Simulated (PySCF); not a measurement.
# [Lu(H2O)]3+: other functionals and bases at one geometry

Aim: see how levels, charges and forces of [Lu(H2O)]3+ depend on the level of theory. The structure is generated, not taken from experiment.

Method: several levels, as the steps say, no spin–orbit coupling; program: PySCF 2.14.0.

2 further runs of the same task are left out: 2 for a known fault of the program. Runs told in other sessions of the task aren't counted.

## 1. Where the work starts

4 atoms, charge 3, spin multiplicity 1.

Bond lengths: Lu1–O2 2.080 Å, O2–H3 1.011 Å, O2–H4 1.011 Å. Angles: Lu1–O2–H3 128.9°, Lu1–O2–H4 128.9°, H3–O2–H4 102.3°.

As a file:

```
Lu    0.0000    0.0000   -0.0221
O     0.0000    0.0000    2.0576
H     0.7875    0.0000    2.6922
H    -0.7875    0.0000    2.6922
```

Formal oxidation states: Lu +3. An earlier session relaxed this geometry at B3LYP, Lu def2-SVP with ECP28, O def2-SVP, H def2-SVP (singlet, point group C2v).

At B3LYP on the finer grid: E = -1311.217420 Eh, HOMO -28.65 eV, LUMO -21.64 eV, Mulliken charge on Lu1 +2.55 e, largest force component 0.006 eV/Å. 

Levels to run: TPSSh; BP86; PBE; TPSS; B3LYP, TZVP; B3LYP, x2c-SVP. Hardware: 2 threads of Arm Neoverse V1, shared host.

## 2. TPSSh

run.py (the lines that set the calculation) reads:

```python
mol = gto.M(atom='''
Lu     0.00000     0.00000    -0.02208
O      0.00000     0.00000     2.05756
H      0.78753     0.00000     2.69218
H     -0.78753     0.00000     2.69218''',
    basis={'Lu': 'def2-SVP', 'O': 'def2-SVP', 'H': 'def2-SVP'},
    ecp={'Lu': 'def2-SVP'},
    charge=3, spin=0)
mf = dft.RKS(mol, xc='TPSSH')
mf.grids.atom_grid = (75, 302)  # f atoms: unpruned, at least (60, 302)
mf = mf.density_fit()  # fitting sets: Lu def2-universal-JKFIT, O def2-universal-JKFIT, H def2-universal-JKFIT
mf.conv_tol = 1e-08; mf.max_cycle = 55
mf.kernel(dm0)  # dm0: the density of the relaxed state
```

Started as:

```console
$ OMP_NUM_THREADS=2 python run.py
```

Standard output:

```text
init E= -1311.0535777946
  HOMO = -1.02620350235792  LUMO = -0.79186066428269  gap/eV = 6.37679
cycle= 1 E= -1311.05408650195  delta_E= -0.000509  |g|= 0.0977  |ddm|= 0.0858
  HOMO = -1.03518275640013  LUMO = -0.791554253823783  gap/eV = 6.62947
cycle= 2 E= -1311.05272347274  delta_E= 0.00136  |g|= 0.207  |ddm|= 0.0652
  HOMO = -1.0292789926966  LUMO = -0.789835870146989  gap/eV = 6.51558
cycle= 3 E= -1311.05448278537  delta_E= -0.00176  |g|= 0.00897  |ddm|= 0.0444
  HOMO = -1.02822208791945  LUMO = -0.79014971256027  gap/eV = 6.47828
cycle= 4 E= -1311.05449193914  delta_E= -9.15e-06  |g|= 0.00215  |ddm|= 0.00472
  HOMO = -1.02846279467882  LUMO = -0.790273874752055  gap/eV = 6.48145
cycle= 5 E= -1311.05449244048  delta_E= -5.01e-07  |g|= 0.000289  |ddm|= 0.00104
  HOMO = -1.02845178275766  LUMO = -0.79027342057028  gap/eV = 6.48116
cycle= 6 E= -1311.05449245004  delta_E= -9.56e-09  |g|= 0.000106  |ddm|= 0.000185
  HOMO = -1.02845665645747  LUMO = -0.790266267002223  gap/eV = 6.48149
cycle= 7 E= -1311.05449245133  delta_E= -1.29e-09  |g|= 7.64e-06  |ddm|= 5.9e-05
  HOMO = -1.02845527467683  LUMO = -0.790267360538797  gap/eV = 6.48142
Extra cycle  E= -1311.05449245133  delta_E= -2.5e-12  |g|= 7.79e-06  |ddm|= 9.15e-06
converged SCF energy = -1311.05449245133
```

It took 5.7 s on 2 threads of Arm Neoverse V1, shared host.

Result: E = -1311.054492 Eh, HOMO -27.99 eV, LUMO -21.50 eV, Mulliken charge on Lu1 +2.56 e, largest force component 0.204 eV/Å. 

## 3. BP86

Edit run.py (the lines that set the calculation) of step 2 so:

```diff
@@ -8,3 +8,3 @@
     charge=3, spin=0)
-mf = dft.RKS(mol, xc='TPSSH')
+mf = dft.RKS(mol, xc='B88,P86')
 mf.grids.atom_grid = (75, 302)  # f atoms: unpruned, at least (60, 302)
```

Started as:

```console
$ OMP_NUM_THREADS=2 python run.py
```

Standard output:

```text
init E= -1311.79377144682
  HOMO = -0.997218081355353  LUMO = -0.816233054600203  gap/eV = 4.92485
cycle= 1 E= -1311.79362437336  delta_E= 0.000147  |g|= 0.148  |ddm|= 0.136
  HOMO = -1.0316489733555  LUMO = -0.811068950692911  gap/eV = 6.00229
cycle= 2 E= -1311.78718540881  delta_E= 0.00644  |g|= 0.323  |ddm|= 0.169
  HOMO = -1.0076219020081  LUMO = -0.811138479431382  gap/eV = 5.34659
cycle= 3 E= -1311.79540174801  delta_E= -0.00822  |g|= 0.00672  |ddm|= 0.112
  HOMO = -1.00702998736428  LUMO = -0.812609920826652  gap/eV = 5.29044
cycle= 4 E= -1311.79541112265  delta_E= -9.37e-06  |g|= 0.00522  |ddm|= 0.00842
  HOMO = -1.00755035472197  LUMO = -0.812491620183437  gap/eV = 5.30782
cycle= 5 E= -1311.79541352275  delta_E= -2.4e-06  |g|= 0.00142  |ddm|= 0.00286
  HOMO = -1.00731781314734  LUMO = -0.812557941390089  gap/eV = 5.29969
cycle= 6 E= -1311.79541390194  delta_E= -3.79e-07  |g|= 0.000445  |ddm|= 0.00112
  HOMO = -1.0073388908828  LUMO = -0.812530022910841  gap/eV = 5.30102
cycle= 7 E= -1311.79541392851  delta_E= -2.66e-08  |g|= 3.71e-05  |ddm|= 0.000251
  HOMO = -1.00734251949488  LUMO = -0.812528880455487  gap/eV = 5.30115
cycle= 8 E= -1311.79541392874  delta_E= -2.38e-10  |g|= 8.58e-06  |ddm|= 2.17e-05
  HOMO = -1.00734562385964  LUMO = -0.812528476636621  gap/eV = 5.30124
Extra cycle  E= -1311.79541392872  delta_E= 2.59e-11  |g|= 1.9e-05  |ddm|= 1.39e-05
converged SCF energy = -1311.79541392872
```

Run time: 5.1 s. Hardware: 2 threads of Arm Neoverse V1, shared host.

It gives: E = -1311.795414 Eh, HOMO -27.41 eV, LUMO -22.11 eV, Mulliken charge on Lu1 +2.52 e, largest force component 0.525 eV/Å. 

## 4. PBE

Edit run.py (the lines that set the calculation) of step 3 so:

```diff
@@ -8,3 +8,3 @@
     charge=3, spin=0)
-mf = dft.RKS(mol, xc='B88,P86')
+mf = dft.RKS(mol, xc='PBE')
 mf.grids.atom_grid = (75, 302)  # f atoms: unpruned, at least (60, 302)
```

Started as:

```console
$ OMP_NUM_THREADS=2 python run.py
```

Standard output:

```text
init E= -1311.40611148077
  HOMO = -0.992170159410058  LUMO = -0.817061904820423  gap/eV = 4.76494
cycle= 1 E= -1311.40554703961  delta_E= 0.000564  |g|= 0.178  |ddm|= 0.14
  HOMO = -1.0291804868238  LUMO = -0.813778952685191  gap/eV = 5.86137
cycle= 2 E= -1311.39725390225  delta_E= 0.00829  |g|= 0.393  |ddm|= 0.186
  HOMO = -1.00391563826121  LUMO = -0.81322718360414  gap/eV = 5.18890
cycle= 3 E= -1311.40777517959  delta_E= -0.0105  |g|= 0.00805  |ddm|= 0.123
  HOMO = -1.00274215967287  LUMO = -0.814456772928033  gap/eV = 5.12351
cycle= 4 E= -1311.40778455573  delta_E= -9.38e-06  |g|= 0.00734  |ddm|= 0.0102
  HOMO = -1.00352070417311  LUMO = -0.814420658283901  gap/eV = 5.14567
cycle= 5 E= -1311.40779100044  delta_E= -6.44e-06  |g|= 0.00125  |ddm|= 0.00389
  HOMO = -1.00331822598508  LUMO = -0.8144572080613  gap/eV = 5.13917
cycle= 6 E= -1311.40779127368  delta_E= -2.73e-07  |g|= 0.000426  |ddm|= 0.001
  HOMO = -1.00333576938899  LUMO = -0.8144346154024  gap/eV = 5.14026
cycle= 7 E= -1311.40779129927  delta_E= -2.56e-08  |g|= 3.96e-05  |ddm|= 0.000249
  HOMO = -1.0033397378837  LUMO = -0.814433936556341  gap/eV = 5.14039
cycle= 8 E= -1311.40779129955  delta_E= -2.84e-10  |g|= 9.54e-06  |ddm|= 2.34e-05
  HOMO = -1.00334295978243  LUMO = -0.814433589707922  gap/eV = 5.14049
Extra cycle  E= -1311.40779129951  delta_E= 3.93e-11  |g|= 2.13e-05  |ddm|= 1.49e-05
converged SCF energy = -1311.40779129951
```

Run time: 5.1 s. Hardware: 2 threads of Arm Neoverse V1, shared host.

Read off: E = -1311.407791 Eh, HOMO -27.30 eV, LUMO -22.16 eV, Mulliken charge on Lu1 +2.51 e, largest force component 0.448 eV/Å. 

## 5. TPSS

Edit run.py (the lines that set the calculation) of step 4 so:

```diff
@@ -8,3 +8,3 @@
     charge=3, spin=0)
-mf = dft.RKS(mol, xc='PBE')
+mf = dft.RKS(mol, xc='TPSS')
 mf.grids.atom_grid = (75, 302)  # f atoms: unpruned, at least (60, 302)
```

Started as:

```console
$ OMP_NUM_THREADS=2 python run.py
```

Standard output:

```text
init E= -1311.19073501539
  HOMO = -0.998403130520444  LUMO = -0.809600555562856  gap/eV = 5.13758
cycle= 1 E= -1311.1907413013  delta_E= -6.29e-06  |g|= 0.203  |ddm|= 0.113
  HOMO = -1.02068465793372  LUMO = -0.809955414476416  gap/eV = 5.73423
cycle= 2 E= -1311.18339861412  delta_E= 0.00734  |g|= 0.46  |ddm|= 0.151
  HOMO = -1.0065227505819  LUMO = -0.806214954014001  gap/eV = 5.45065
cycle= 3 E= -1311.19258246916  delta_E= -0.00918  |g|= 0.0134  |ddm|= 0.102
  HOMO = -1.00479568250172  LUMO = -0.807029588693066  gap/eV = 5.38149
cycle= 4 E= -1311.19261342315  delta_E= -3.1e-05  |g|= 0.00331  |ddm|= 0.00937
  HOMO = -1.00519529508558  LUMO = -0.807413875353459  gap/eV = 5.38191
cycle= 5 E= -1311.19261524062  delta_E= -1.82e-06  |g|= 0.000707  |ddm|= 0.00224
  HOMO = -1.00511491531691  LUMO = -0.807428779025678  gap/eV = 5.37931
cycle= 6 E= -1311.19261530051  delta_E= -5.99e-08  |g|= 0.000292  |ddm|= 0.000517
  HOMO = -1.00512479171113  LUMO = -0.807410361814481  gap/eV = 5.38008
cycle= 7 E= -1311.19261531286  delta_E= -1.24e-08  |g|= 2.56e-05  |ddm|= 0.000174
  HOMO = -1.00512768371187  LUMO = -0.807409266915072  gap/eV = 5.38019
cycle= 8 E= -1311.19261531298  delta_E= -1.13e-10  |g|= 6.52e-06  |ddm|= 1.56e-05
  HOMO = -1.0051290614957  LUMO = -0.807409213713886  gap/eV = 5.38023
Extra cycle  E= -1311.19261531296  delta_E= 1.39e-11  |g|= 1.51e-05  |ddm|= 6.85e-06
converged SCF energy = -1311.19261531296
```

It took 6.6 s on 2 threads of Arm Neoverse V1, shared host.

Read off: E = -1311.192615 Eh, HOMO -27.35 eV, LUMO -21.97 eV, Mulliken charge on Lu1 +2.53 e, largest force component 0.394 eV/Å. 

## 6. B3LYP, TZVP

Basis: Lu def2-TZVP with ECP28, O def2-TZVP, H def2-TZVP. 

run.py (the lines that set the calculation) reads:

```python
mol = gto.M(atom='''
Lu     0.00000     0.00000    -0.02208
O      0.00000     0.00000     2.05756
H      0.78753     0.00000     2.69218
H     -0.78753     0.00000     2.69218''',
    basis={'Lu': 'def2-TZVP', 'O': 'def2-TZVP', 'H': 'def2-TZVP'},
    ecp={'Lu': 'def2-TZVP'},
    charge=3, spin=0)
mf = dft.RKS(mol, xc='B3LYP')
mf.grids.atom_grid = (75, 302)  # f atoms: unpruned, at least (60, 302)
mf = mf.density_fit()  # fitting sets: Lu def2-universal-JKFIT, O def2-universal-JKFIT, H def2-universal-JKFIT
mf.conv_tol = 1e-08; mf.max_cycle = 55
mf.kernel(dm0)  # dm0: free metal ions and neutral atoms
```

Started as:

```console
$ OMP_NUM_THREADS=2 python run.py
```

Standard output:

```text
init E= -1301.42232578876
  HOMO = -1.21768092960059  LUMO = -1.08127720660626  gap/eV = 3.71173
cycle= 1 E= -1308.46722079849  delta_E= -7.04  |g|= 4.63  |ddm|= 2.67
  HOMO = -0.832759497907739  LUMO = -0.829127954044223  gap/eV = 0.09882
cycle= 2 E= -1296.58351974306  delta_E= 11.9  |g|= 5.51  |ddm|= 5.73
  HOMO = -0.619218412036894  LUMO = -0.615476019085675  gap/eV = 0.10184
cycle= 3 E= -1217.80847995137  delta_E= 78.8  |g|= 30.5  |ddm|= 17.5
  HOMO = -0.884331468093852  LUMO = -0.858704173101028  gap/eV = 0.69735
cycle= 4 E= -1292.92100420707  delta_E= -75.1  |g|=   12  |ddm|= 15.6
cycle= 5 E= -1304.88894862803  delta_E=  -12  |g|= 6.51  |ddm|= 2.85
  HOMO = -1.0688568100211  LUMO = -0.97423779957894  gap/eV = 2.57471
cycle= 6 E= -1310.58095993502  delta_E= -5.69  |g|= 2.11  |ddm|= 2.75
  HOMO = -1.1170364064341  LUMO = -0.801236821460787  gap/eV = 8.59334
cycle= 7 E= -1311.31667879518  delta_E= -0.736  |g|= 0.568  |ddm|= 1.04
  HOMO = -0.95154331297158  LUMO = -0.835292001451584  gap/eV = 3.16336
cycle= 8 E= -1311.1980722624  delta_E= 0.119  |g|= 0.893  |ddm|= 0.693
  HOMO = -1.0348079322761  LUMO = -0.801660386287077  gap/eV = 6.34427
cycle= 9 E= -1311.35737259556  delta_E= -0.159  |g|= 0.0984  |ddm|= 0.416
  HOMO = -1.05046990967727  LUMO = -0.796918401786108  gap/eV = 6.89949
cycle= 10 E= -1311.35927835848  delta_E= -0.00191  |g|= 0.0226  |ddm|= 0.0477
  HOMO = -1.05219216314064  LUMO = -0.796093274082926  gap/eV = 6.96881
cycle= 11 E= -1311.35935590044  delta_E= -7.75e-05  |g|= 0.00719  |ddm|= 0.00911
  HOMO = -1.05237110039443  LUMO = -0.795975682207513  gap/eV = 6.97687
cycle= 12 E= -1311.35936017708  delta_E= -4.28e-06  |g|= 0.00357  |ddm|= 0.00178
  HOMO = -1.05267744835531  LUMO = -0.795733037618107  gap/eV = 6.99181
cycle= 13 E= -1311.35936191637  delta_E= -1.74e-06  |g|= 0.000612  |ddm|= 0.00173
  HOMO = -1.05269578527488  LUMO = -0.795708419730416  gap/eV = 6.99298
cycle= 14 E= -1311.35936194221  delta_E= -2.58e-08  |g|= 3.48e-05  |ddm|= 0.000224
  HOMO = -1.05270199980485  LUMO = -0.795703945311505  gap/eV = 6.99327
cycle= 15 E= -1311.35936194247  delta_E= -2.57e-10  |g|= 7.48e-06  |ddm|= 2.39e-05
  HOMO = -1.05270503324069  LUMO = -0.795703491099772  gap/eV = 6.99337
Extra cycle  E= -1311.35936194245  delta_E= 1.27e-11  |g|= 1.28e-05  |ddm|= 8.92e-06
converged SCF energy = -1311.35936194245
```

It took 16 s on 2 threads of Arm Neoverse V1, shared host.

Result: E = -1311.359362 Eh, HOMO -28.65 eV, LUMO -21.65 eV, Mulliken charge on Lu1 +2.59 e, largest force component 0.577 eV/Å. 

## 7. B3LYP, x2c-SVP

Basis: Lu x2c-SVPall, O x2c-SVPall, H x2c-SVPall. All electrons are treated, with the spin-free X2C Hamiltonian.

run.py (the lines that set the calculation) reads:

```python
mol = gto.M(atom='''
Lu     0.00000     0.00000    -0.02208
O      0.00000     0.00000     2.05756
H      0.78753     0.00000     2.69218
H     -0.78753     0.00000     2.69218''',
    basis={'Lu': 'x2c-SVPall', 'O': 'x2c-SVPall', 'H': 'x2c-SVPall'},
    nucmod='G',
    charge=3, spin=0)
mf = dft.RKS(mol, xc='B3LYP')
mf.grids.atom_grid = (99, 590)  # f atoms: unpruned, at least (60, 302)
mf = mf.density_fit()  # fitting sets: Lu AutoAux, O AutoAux, H AutoAux
mf = mf.sfx2c1e()
mf.conv_tol = 1e-08; mf.max_cycle = 55
mf.kernel(dm0)  # dm0: free metal ions and neutral atoms
```

Started as:

```console
$ OMP_NUM_THREADS=2 python run.py
```

Standard output:

```text
init E= -14628.3503381739
  HOMO = -1.21090532811535  LUMO = -1.06718791562754  gap/eV = 3.91075
cycle= 1 E= -14635.6708268128  delta_E= -7.32  |g|= 3.49  |ddm|= 3.58
cycle= 2 E= -14624.3039405468  delta_E= 11.4  |g|= 4.46  |ddm|= 6.89
  HOMO = -0.793093127283338  LUMO = -0.766634070672199  gap/eV = 0.71999
cycle= 3 E= -14619.9447175533  delta_E= 4.36  |g|= 9.85  |ddm|= 8.42
  HOMO = -1.0216416160613  LUMO = -0.967539620994032  gap/eV = 1.47219
cycle= 4 E= -14637.5892518065  delta_E= -17.6  |g|= 1.75  |ddm|= 5.15
  HOMO = -1.17417678826958  LUMO = -0.745603556935729  gap/eV = 11.66207
cycle= 5 E= -14637.9695054224  delta_E= -0.38  |g|= 1.13  |ddm|= 0.829
  HOMO = -1.05074539681973  LUMO = -0.787297053605938  gap/eV = 7.16879
cycle= 6 E= -14638.2098274768  delta_E= -0.24  |g|= 0.178  |ddm|= 0.705
  HOMO = -1.05651358724638  LUMO = -0.780603373119334  gap/eV = 7.50790
cycle= 7 E= -14638.2139615019  delta_E= -0.00413  |g|= 0.0776  |ddm|= 0.111
  HOMO = -1.05446268047743  LUMO = -0.782802294475745  gap/eV = 7.39226
cycle= 8 E= -14638.2148039813  delta_E= -0.000842  |g|= 0.0263  |ddm|= 0.0308
  HOMO = -1.05104872362603  LUMO = -0.784647822475257  gap/eV = 7.24914
cycle= 9 E= -14638.2149304076  delta_E= -0.000126  |g|= 0.00227  |ddm|= 0.0195
  HOMO = -1.05078409937442  LUMO = -0.784738859356378  gap/eV = 7.23946
cycle= 10 E= -14638.2149306951  delta_E= -2.88e-07  |g|= 0.00119  |ddm|= 0.00144
  HOMO = -1.05098738188946  LUMO = -0.7846276650422  gap/eV = 7.24802
cycle= 11 E= -14638.2149310061  delta_E= -3.11e-07  |g|= 5.28e-05  |ddm|= 0.000935
  HOMO = -1.05098504377805  LUMO = -0.784630790359202  gap/eV = 7.24787
cycle= 12 E= -14638.2149310067  delta_E= -5.38e-10  |g|= 9.28e-06  |ddm|= 4.97e-05
  HOMO = -1.05098905463087  LUMO = -0.784629787165818  gap/eV = 7.24800
Extra cycle  E= -14638.2149310066  delta_E= 2.36e-11  |g|= 1.54e-05  |ddm|= 1.5e-05
converged SCF energy = -14638.2149310066
```

It took 18 s on 2 threads of Arm Neoverse V1, shared host.

Read off: E = -14638.214931 Eh, HOMO -28.60 eV, LUMO -21.35 eV, Mulliken charge on Lu1 +2.53 e, largest force component 0.094 eV/Å. 

## 8. Results

| level | state | HOMO (eV) | gap (eV) | charge on Lu1 (e) | dipole (D) | largest force component (eV/Å) | basis functions | time |
| --- | --- | --- | --- | --- | --- | --- | --- | --- |
| B3LYP (relaxed here) | singlet | -28.65 | 7.01 | 2.55 | 3.80 | 0.01 | 105 | 9.7 s |
| TPSSh | singlet | -27.99 | 6.48 | 2.56 | 3.85 | 0.20 | 105 | 5.7 s |
| BP86 | singlet | -27.41 | 5.30 | 2.52 | 4.05 | 0.52 | 105 | 5.1 s |
| PBE | singlet | -27.30 | 5.14 | 2.51 | 4.07 | 0.45 | 105 | 5.1 s |
| TPSS | singlet | -27.35 | 5.38 | 2.53 | 4.00 | 0.39 | 105 | 6.6 s |
| B3LYP, TZVP | singlet | -28.65 | 6.99 | 2.59 | 3.87 | 0.58 | 139 | 16 s |
| B3LYP, x2c-SVP | singlet | -28.60 | 7.25 | 2.53 | 3.68 | 0.09 | 102 | 18 s |

Times are on 2 threads of Arm Neoverse V1, shared host; the first row also made further properties. The dipole of a charged species depends on the origin, so these sizes hold for this origin alone.

In one basis the HOMO–LUMO gap runs from 5.14 eV (PBE) to 7.01 eV (B3LYP). The largest leftover force, 0.58 eV/Å with B3LYP, TZVP, stands at a geometry relaxed at another level. The Mulliken charge on Lu spans +2.51 to +2.59 e over the levels. Total energies of different levels can't be compared. Spin–orbit coupling is left out throughout.
